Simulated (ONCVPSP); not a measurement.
# Ti: generating and testing an ONCV potential

Aim: build the potential from the settings below, then test how well it stands in for the atom: other configurations, scattering, ghost states and the plane-wave cutoff that it needs.

The numbers are computed with ONCVPSP 4.0.1 (PW91, fully relativistic, spin-unpolarised reference atom).

### 1 The atom and the settings

The settings as typed:

| Property | Result |
| --- | --- |
| element | titanium (Ti, Z = 22) |
| type | optimised norm-conserving Vanderbilt (ONCV) |
| frozen core | [Ne] |
| valence charge | 12 |
| reference configuration | 3s2 3p6 3d2 4s1.5 (charge +0.5) |
| partial waves | 3s+4s: rc 1.85 bohr, ncon 4, nbas 7, qcut 5.2 1/bohr, 2 projectors; 3p: rc 1.35 bohr, ncon 4, nbas 8, qcut 9.6 1/bohr, 2 projectors, debl 0.8 Ha; 3d: rc 1.55 bohr, ncon 3, nbas 7, qcut 12.1 1/bohr, 2 projectors, debl 3.8 Ha; f scattering state at 0.1 Ha: rc 1.50 bohr, ncon 4, nbas 7, qcut 6.6 1/bohr, 2 projectors, debl 2.7 Ha |
| local potential | polynomial inside 1.00 bohr (lpopt 2, dvloc0 2 Ha) |
| core correction | not asked for |

The nodes and maxima of the atom's own shells, from an earlier all-electron run, set the scale for the radii.

All-electron outer shells of the reference configuration (PW91, scalar-relativistic, ld1.x):

| shell | level (eV) | outermost node (bohr) | outermost maximum (bohr) |
| --- | --- | --- | --- |
| 2p | -448.00 | – | 0.22 |
| 3s | -66.11 | 0.40 | 0.87 |
| 3p | -42.38 | 0.37 | 0.90 |
| 3d | -7.72 | – | 0.98 |
| 4s | -7.36 | 1.24 | 2.81 |
| 4p | -3.97 | 1.38 | 3.52 |

### 2 The generation run

Contents of Ti.dat:

```
# ATOM AND REFERENCE CONFIGURATION
# atsym  z   nc   nv     iexc    psfile
  Ti 22.00    3    4  -109134      upf
#
#   n    l    f
    1    0    2.00
    2    0    2.00
    2    1    6.00
    3    0    2.00
    3    1    6.00
    3    2    2.00
    4    0    1.50
#
# PSEUDOPOTENTIAL AND OPTIMIZATION
# lmax
    3
#
#   l,   rc,      ep,       ncon, nbas, qcut
    0    1.85    0.00    4    7    5.20
    1    1.35    0.00    4    8    9.60
    2    1.55    0.00    3    7   12.10
    3    1.50    0.10    4    7    6.60
#
# LOCAL POTENTIAL
# lloc, lpopt,  rc(5),   dvloc0
    4    2    1.00    2.00
#
# VANDERBILT-KLEINMAN-BYLANDER PROJECTORs
# l, nproj, debl
    0    2    2.30
    1    2    0.80
    2    2    3.80
    3    2    2.70
#
# MODEL CORE CHARGE
# icmod, fcfact, rcfact
    0    0.00    0.00
#
# LOG DERIVATIVE ANALYSIS
# epsh1, epsh2, depsh
   -4.00    5.00    0.02
#
# OUTPUT GRID
# rlmax, drl
    6.00    0.01
#
# TEST CONFIGURATIONS
# ncnf
    4
# nvcnf
#   n    l    f
    4
    3    0    2.00
    3    1    6.00
    3    2    2.00
    4    0    2.00
#
    4
    3    0    2.00
    3    1    6.00
    3    2    2.00
    4    0    1.00
#
    4
    3    0    2.00
    3    1    6.00
    3    2    2.00
    4    0    0.00
#
    5
    3    0    2.00
    3    1    6.00
    3    2    2.00
    4    0    1.00
    4    1    1.00
#
```

Started as:

```bash
$ oncvpspr.x < Ti.dat > Ti.out
```

**Question.** What will these runs give? Wanted: cutoffs for 1 and 0.1 mHa per electron, occupied waves; bound ghosts; GHOST(+) flags; largest test error; largest phase difference near zero energy, channels read; projector energies reset by the program.

As calculated:

| quantity | value |
| --- | --- |
| cutoffs for 1 and 0.1 mHa per electron, occupied waves | 43 Ha and 51 Ha |
| bound ghosts | none found |
| GHOST(+) flags | none at low energy |
| largest test error (AE − PS) | +0.4 meV, for 3s2 3p6 3d2 4s0 |
| largest phase difference near zero energy, channels read | 0.000 rad |
| projector energies reset by the program | p: -1.549, 0.250 Ha |

The worst unpolarised test, 3s2 3p6 3d2 4s0, is off by 0.4 meV on 18.0 eV; by total energies transferability rates as very good. The potential is hard: the looser tolerance needs 43 Ha. At the looser tolerance the 3d wave is the slowest; 3p needs 19 Ha. The program's ghost test flags no bound state. Near zero energy the phases of the channels with partial waves agree within 0.001 rad. These are tests on the free atom; a crystal test is still owed.
